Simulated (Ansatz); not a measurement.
# CuN₂H₅: one species, many methods

The task here is to estimate one member of a computed series from the others.

Method: functionals in def2-TZVPP, the program's frozen cores in correlated methods; program: Ansatz 0.2.0, Gaussian basis.

Plan: LDA (SPW92), PBE-D4, revPBE-D4, BLYP-D4, r2SCAN-D4, B97M-V, PBE0-D4, B3LYP-D4, r2SCANh-D4, r2SCAN0-D4, HSE06-D4, BHLYP-D4, CAM-B3LYP-D4, LC-ωPBE, ωB97X-V, ωB97M-V, B2PLYP, PBE-QIDH; CCSD(T)/def2-SVP; CCSD(T)/def2-TZVPP; MP2/def2-QZVPP; extrapolation to the limit; RPA on PBE.

1 further run of the same task is left out (it didn't finish).

## The geometry

All runs share one geometry, relaxed beforehand with PBE0-D4 in a triple-zeta def2 set.

8 atoms, charge 0, spin multiplicity 1.

Atoms are counted from 1 here; the program's logs count them from 0.

Bond lengths: N1–Cu2 1.821 Å, N1–H4 1.016 Å, N1–H5 1.016 Å, Cu2–N3 1.942 Å, N3–H6 1.015 Å, N3–H7 1.015 Å, N3–H8 1.015 Å. Angles: Cu2–N1–H4 112.1°, Cu2–N1–H5 112.1°, H4–N1–H5 105.0°, N1–Cu2–N3 175.3°, Cu2–N3–H6 111.7°, Cu2–N3–H7 111.1°, Cu2–N3–H8 111.1°, H6–N3–H7 107.6°, H6–N3–H8 107.6°, H7–N3–H8 107.5°.

The first run:

in.yaml reads:

```yaml
crystal:
  periodic: [false, false, false]
  atoms:
    - {symbol: N, position_ang: [-0.190672, 1.504145, -1.522291]}
    - {symbol: Cu, position_ang: [-0.007619, 0.220065, -0.244271]}
    - {symbol: N, position_ang: [0.316705, -1.201613, 1.038986]}
    - {symbol: H, position_ang: [-1.088861, 1.448630, -1.993618]}
    - {symbol: H, position_ang: [-0.156661, 2.440740, -1.130378]}
    - {symbol: H, position_ang: [1.147907, -1.735908, 0.805312]}
    - {symbol: H, position_ang: [0.444207, -0.827855, 1.974014]}
    - {symbol: H, position_ang: [-0.465007, -1.848214, 1.072247]}
basis:
  gaussian: {orbitals: def2-TZVPP}
hamiltonian: {xc: lda}
output: {orbitals: {seedname: orbitals}}
```

Steps of the session up to this table: LDA; PBE-D4 (GGA); revPBE-D4 (GGA); BLYP-D4 (GGA); r2SCAN-D4 (meta-GGA); B97M-V (meta-GGA); PBE0-D4 (hybrid); B3LYP-D4 (hybrid); r2SCANh-D4 (hybrid); r2SCAN0-D4 (hybrid); HSE06-D4 (hybrid); BHLYP-D4 (hybrid); CAM-B3LYP-D4 (range-separated); LC-ωPBE (range-separated); ωB97X-V (range-separated); ωB97M-V (range-separated); B2PLYP (double hybrid); PBE-QIDH (double hybrid).

One of the session's tables, all rows but one given; the rest of the session is left out.

It belongs to the step «Frontier levels by functional». 

| functional | HOMO (eV) | gap (eV) |
| --- | --- | --- |
| LDA (SPW92) | -3.87 | 2.60 |
| PBE-D4 | -3.68 | 2.48 |
| revPBE-D4 | -3.60 | 2.44 |
| BLYP-D4 | -3.59 | 2.36 |
| r2SCAN-D4 | ? | ? |
| B97M-V | -3.91 | 2.82 |
| PBE0-D4 | -4.90 | 4.47 |
| B3LYP-D4 | -4.72 | 3.95 |
| r2SCANh-D4 | -4.32 | 3.96 |
| r2SCAN0-D4 | -5.04 | 5.01 |
| HSE06-D4 | -4.49 | 3.71 |
| BHLYP-D4 | -6.05 | 6.15 |
| CAM-B3LYP-D4 | -6.30 | 6.58 |
| LC-ωPBE | -7.60 | 9.09 |
| ωB97X-V | -7.27 | 8.60 |
| ωB97M-V | -7.25 | 8.11 |

**Question.** Estimate the row for r2SCAN-D4.

Worked estimate for «HOMO (eV)». Against the share of exact exchange, r2SCANh-D4 (0.1, -4.32), r2SCAN0-D4 (0.25, -5.04) give a slope of -4.80 per unit share; at 0 the line stands at -3.84.

As computed: HOMO (eV): -3.83; gap (eV): 3.22. In «HOMO (eV)» the line misses by -0.01.
